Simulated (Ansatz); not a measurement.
# GeH2Cl2O (SMILES [OH][GeH]([Cl])[Cl]) at B3LYP/6-31G(d) (spherical functions)

What is the vertical ionisation energy of GeH2Cl2O at B3LYP/6-31G* (spherical functions)? 

Program for the calculation: Ansatz 0.2.0.

65 further runs of the same task are left out: 1 that didn't finish, 64 set aside as unsound or not needed.

## Step 1: Starting point

The species is GeH2Cl2O (6 atoms), meant as a singlet with charge 0. SMILES: `[OH][GeH]([Cl])[Cl]`. The coordinates come from a PBE0-D4/def2-TZVP relaxation. This is one conformer, not always the lowest.

Bond lengths: O1–Ge2 1.752 Å, Ge2–Cl3 2.137 Å, Ge2–Cl4 2.137 Å, O1–H5 0.961 Å, Ge2–H6 1.521 Å. Angles: O1–Ge2–Cl3 109.7°, O1–Ge2–Cl4 109.7°, Cl3–Ge2–Cl4 106.8°, O1–Ge2–H6 108.2°, Cl3–Ge2–H6 111.2°, Cl4–Ge2–H6 111.3°, Ge2–O1–H5 113.6°.

## Step 2: The energy at B3LYP/6-31G(d) (spherical functions)

molecule.yaml reads:

```yaml
crystal:
  periodic: [false, false, false]
  atoms:
    - {symbol: O, position_ang: [-0.161000, 1.291000, -0.614200]}
    - {symbol: Ge, position_ang: [-0.065400, -0.148800, 0.378900]}
    - {symbol: Cl, position_ang: [1.948500, -0.862600, 0.421700]}
    - {symbol: Cl, position_ang: [-1.252400, -1.700600, -0.487400]}
    - {symbol: H, position_ang: [0.126400, 1.152000, -1.521000]}
    - {symbol: H, position_ang: [-0.554000, 0.204900, 1.775700]}
basis:
  gaussian:
    orbitals: 6-31G_st_-spherical.json
hamiltonian:
  xc: {name: B3LYP}
accuracy: high
output:
  orbitals: {seedname: orbitals}
```

The basis set 6-31G* is read from a file made from the Basis Set Exchange's data (not shown).

Started as:

```bash
$ ansatz run molecule.yaml --threads 1 --pin off --max-ram 3480MiB --events-out events.jsonl --progress --plain --runs-dir runs
```

Standard output:

```text
Warning: RAYON_NUM_THREADS=1 ignored (pool sized by the plan → 1); use --threads N
Functional definition: B3LYP
  name "B3LYP"
  parameter a0 = 0.2
  parameter ax = 0.72
  parameter ac = 0.81
  exchange = (1 - a0 - ax)*slater_x + ax*b88_x + a0*exact_x
  correlation = (1 - ac)*vwn_rpa_c + ac*lyp_c
1774 factors; integrals over basis functions are off by at most 7.7e-9 eV
mean field evaluation 1: about -83633.8904 eV, gradient 5.3e1 eV
mean field evaluation 2: about -83616.9483 eV, gradient 1.1e2 eV
mean field evaluation 4: about -83638.7332 eV, gradient 5.2e0 eV
mean field evaluation 8: about -83638.9043 eV, gradient 3.4e-1 eV
mean field evaluation 16: about -83638.9045 eV, gradient 1.3e-5 eV
mean field -83638.90449983 eV, -3073.6730478830 hartree, gradient 3.3e-8 eV, S^2 0.000000; 0 other end points of the search recorded, 0 dependent functions left out
reference -83638.90453886 eV, -3073.6730493175 hartree; 38, 38 occupied and 48, 48 virtual orbitals, 1774 factors
Total energy: -83638.90453886 eV, -3073.6730493175 hartree
```

Wall time 3.9 s (1 thread of AMD EPYC 9R45 (Zen 5), shared host); peak memory 0.34 GiB.

## Step 3: The doublet cation at the same level

run.yaml reads:

```yaml
crystal:
  periodic: [false, false, false]
  atoms:
    - {symbol: O, position_ang: [-0.161000, 1.291000, -0.614200]}
    - {symbol: Ge, position_ang: [-0.065400, -0.148800, 0.378900]}
    - {symbol: Cl, position_ang: [1.948500, -0.862600, 0.421700]}
    - {symbol: Cl, position_ang: [-1.252400, -1.700600, -0.487400]}
    - {symbol: H, position_ang: [0.126400, 1.152000, -1.521000]}
    - {symbol: H, position_ang: [-0.554000, 0.204900, 1.775700]}
basis:
  gaussian:
    orbitals: 6-31G_st_-spherical.json
total_charge: 1
output:
  orbitals: {seedname: orbitals}
hamiltonian:
  xc: {name: B3LYP}
magnetization:
  spin_polarized: true
  initial_magnetization: 1
accuracy: high
```

The basis set 6-31G* is read from a file made from the Basis Set Exchange's data (not shown).

Started as:

```bash
$ ansatz run run.yaml --threads 1 --pin off --max-ram 3480MiB --events-out events.jsonl --progress --plain --runs-dir runs
```

Standard output (excerpt; [...] marks lines left out):

```text
Warning: RAYON_NUM_THREADS=1 ignored (pool sized by the plan → 1); use --threads N
[... 7 set-up lines as earlier in the session ...]
1775 factors; integrals over basis functions are off by at most 7.7e-9 eV
mean field evaluation 1: about -83617.6639 eV, gradient 5.2e1 eV
mean field evaluation 2: about -83525.0848 eV, gradient 1.3e2 eV
mean field evaluation 4: about -83621.5619 eV, gradient 3.2e1 eV
mean field evaluation 8: about -83627.6001 eV, gradient 4.7e-1 eV
mean field evaluation 16: about -83627.7283 eV, gradient 8.3e-2 eV
mean field evaluation 32: about -83627.7285 eV, gradient 4.4e-4 eV
mean field evaluation 64: about -83627.6229 eV, gradient 5.2e-1 eV
mean field -83627.72849477 eV, -3073.2623372727 hartree, gradient 5.4e-8 eV, S^2 0.755548; 7 other end points of the search recorded, 0 dependent functions left out
reference -83627.72853330 eV, -3073.2623386885 hartree; 38, 37 occupied and 48, 49 virtual orbitals, 1775 factors
Total energy: -83627.72853330 eV, -3073.2623386885 hartree
```

It took 15 s on 1 thread of AMD EPYC 9R45 (Zen 5), shared host; peak memory 0.51 GiB.

## Step 4: What came out

Level: B3LYP/6-31G* (spherical functions).

```
                                          quantity           value
                    singlet GeH2Cl2O: total energy  -3073.67305 Eh
                     singlet GeH2Cl2O: HOMO energy        -8.81 eV
                     singlet GeH2Cl2O: LUMO energy        -1.05 eV
                   singlet GeH2Cl2O: HOMO–LUMO gap         7.76 eV
                      doublet cation: total energy  -3073.26234 Eh
doublet cation: HOMO energy (highest over α and β)       -15.02 eV
 doublet cation: LUMO energy (lowest over α and β)       -13.55 eV
                              doublet cation: ⟨S²⟩           0.756
vertical ionisation energy (to the doublet cation)       11.176 eV
```

The vertical ionisation energy comes to 11.18 eV (258 kcal/mol). −ε(HOMO) before ionisation, 8.81 eV, is 2.37 eV below this ionisation energy.
